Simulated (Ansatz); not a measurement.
# AlBClH4N: the cost of one run

All numbers below are computed with Ansatz 0.2.0 (RKS PBE0-D4/6-31G*).

### Step 1. Starting point

Bond lengths: N1–B2 1.384 Å, B2–Al3 2.079 Å, Al3–Cl4 2.043 Å, N1–H5 1.010 Å, N1–H6 1.011 Å, B2–H7 1.181 Å, Al3–H8 1.568 Å. Angles: N1–B2–Al3 112.9°, N1–B2–H7 116.3°, Al3–B2–H7 130.9°, B2–N1–H5 125.4°, B2–N1–H6 122.7°, H5–N1–H6 111.9°, B2–Al3–Cl4 120.6°, B2–Al3–H8 128.2°, Cl4–Al3–H8 111.2°.

Structure file:

```xyz
8

N    -0.1071    1.3723    0.3110
B     0.8041    0.3620    0.0564
Al   -0.1042   -1.4683   -0.3267
Cl   -2.1392   -1.6440   -0.3062
H     0.1273    2.3314    0.5216
H    -1.1066    1.2217    0.3039
H     1.9444    0.6655    0.0938
H     0.5813   -2.8406   -0.6538
```

### Step 2. End point A

input.yaml reads:

```yaml
crystal:
  periodic: [false, false, false]
  atoms:
    - { symbol: "N", position_ang: [-0.10708, 1.37229, 0.31104] }
    - { symbol: B, position_ang: [0.80414, 0.36196, 0.05636] }
    - { symbol: Al, position_ang: [-0.10424, -1.46831, -0.32675] }
    - { symbol: Cl, position_ang: [-2.13922, -1.64398, -0.3062] }
    - { symbol: H, position_ang: [0.12727, 2.33145, 0.52158] }
    - { symbol: H, position_ang: [-1.10658, 1.22172, 0.30389] }
    - { symbol: H, position_ang: [1.94444, 0.66549, 0.09384] }
    - { symbol: H, position_ang: [0.58127, -2.84064, -0.65376] }
basis:
  gaussian: { orbitals: "6-31G*" }
hamiltonian:
  xc: pbe0
  dispersion: d4
relax:
  f_tol: 0.02
  max_steps: 50
output:
  orbitals: {}
```

Run with:

```console
> ansatz run input.yaml --threads 1 --pin off --max-ram 2048MiB --backend cpu --events-out ev --progress --plain --runs-dir out
```

Q: Estimate wall time and peak memory on 1 thread of Intel Xeon Platinum 8488C (Sapphire Rapids), shared host.

About 26 s, with a peak of 0.17 GiB.
